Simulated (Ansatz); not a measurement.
# C3H4OSi: the cost of one run

Computed with the Python package of Ansatz 0.2.0. Level of theory: r2SCAN0/def2-SVP.

## Step 1: Starting point

Bond lengths: O1–C2 1.241 Å, C2–C3 1.224 Å, C3–C4 1.250 Å, C4–Si5 1.877 Å, C4–H6 1.063 Å, Si5–H7 1.478 Å, Si5–H8 1.441 Å, Si5–H9 1.539 Å. Angles: O1–C2–C3 179.7°, C2–C3–C4 174.5°, C3–C4–Si5 116.8°, C3–C4–H6 128.6°, Si5–C4–H6 114.4°, C4–Si5–H7 108.8°, C4–Si5–H8 110.8°, C4–Si5–H9 109.2°, H7–Si5–H8 110.5°, H7–Si5–H9 107.0°, H8–Si5–H9 110.5°.

No structure file is read: the coordinates are typed or built in the script.

## Step 2: The script

run_torsion.py

```python
"""Rigid torsion scan of C3H4OSi."""

import ansatz as az
from ase import Atoms

BASIS = "def2-SVP"
FUNCTIONAL = "R2SCAN0"
FMAX = 0.02

atoms = Atoms(["O", "C", "C", "C", "Si", "H", "H", "H", "H"], positions=[
    (2.5372, -2.4873, -0.0381),
    (1.814, -1.4855, -0.1537),
    (1.0961, -0.5009, -0.2704),
    (0.4616, 0.5707, -0.3747),
    (-1.3044, 0.5731, 0.2608),
    (0.7566, 1.4717, -0.8547),
    (-1.8947, 1.9063, 0.02),
    (-2.084, -0.4494, -0.3902),
    (-1.294, 0.3549, 1.7839),
])

# start the scan from a relaxed geometry
first = az.Crystal.molecule_from_ase(atoms).calculation()
first = first.basis(gaussian=BASIS)
first = first.functional(FUNCTIONAL)
first = first.relax(force_tolerance=FMAX, max_steps=80)
atoms.positions = first.run().report["positions_ang"]

start = atoms.get_dihedral(2, 3, 4, 6)
energies = {}
for turn in range(0, 121, 15):
    turned = atoms.copy()
    turned.set_dihedral(2, 3, 4, 6, start + turn, indices=[4, 6, 7, 8])
    model = (
        az.Crystal.molecule_from_ase(turned).calculation()
        .basis(gaussian=BASIS)  # atom-centred Gaussian functions
        .functional(FUNCTIONAL)
    )
    energies[round((start + turn) % 360)] = model.run().report["free_energy_ev"]
floor = min(energies.values())
print("dihedral C2-C3-Si4-H6 (deg)   E - E(min) (kcal/mol)")
for angle, e in sorted(energies.items()):
    print(f"{angle:8d} {23.060548 * (e - floor):14.3f}  " + "#" * int(30 * (e - floor) / max(max(energies.values()) - floor, 1e-9)))
```

## Step 3: The input behind the calls

The package turns the script's settings into the engine's input (first run):

```yaml
crystal:
  periodic: [false, false, false]
  atoms:
    - { symbol: O, position_ang: [2.5372, -2.4873, -0.0381] }
    - { symbol: C, position_ang: [1.814, -1.4855, -0.1537] }
    - { symbol: C, position_ang: [1.0961, -0.5009, -0.2704] }
    - { symbol: C, position_ang: [0.4616, 0.5707, -0.3747] }
    - { symbol: Si, position_ang: [-1.3044, 0.5731, 0.2608] }
    - { symbol: H, position_ang: [0.7566, 1.4717, -0.8547] }
    - { symbol: H, position_ang: [-1.8947, 1.9063, 0.02] }
    - { symbol: H, position_ang: [-2.084, -0.4494, -0.3902] }
    - { symbol: H, position_ang: [-1.294, 0.3549, 1.7839] }
basis:
  gaussian:
    orbitals: def2-SVP
hamiltonian:
  xc: r2scan0
relax:
  f_tol: 0.02
  max_steps: 80
```

## Step 4: Launch

Command:

```
$ python run_torsion.py
```

What time and memory should one allow on 1 thread of Arm Neoverse V1, shared host?

About 4 min, with a peak of 0.28 GiB.
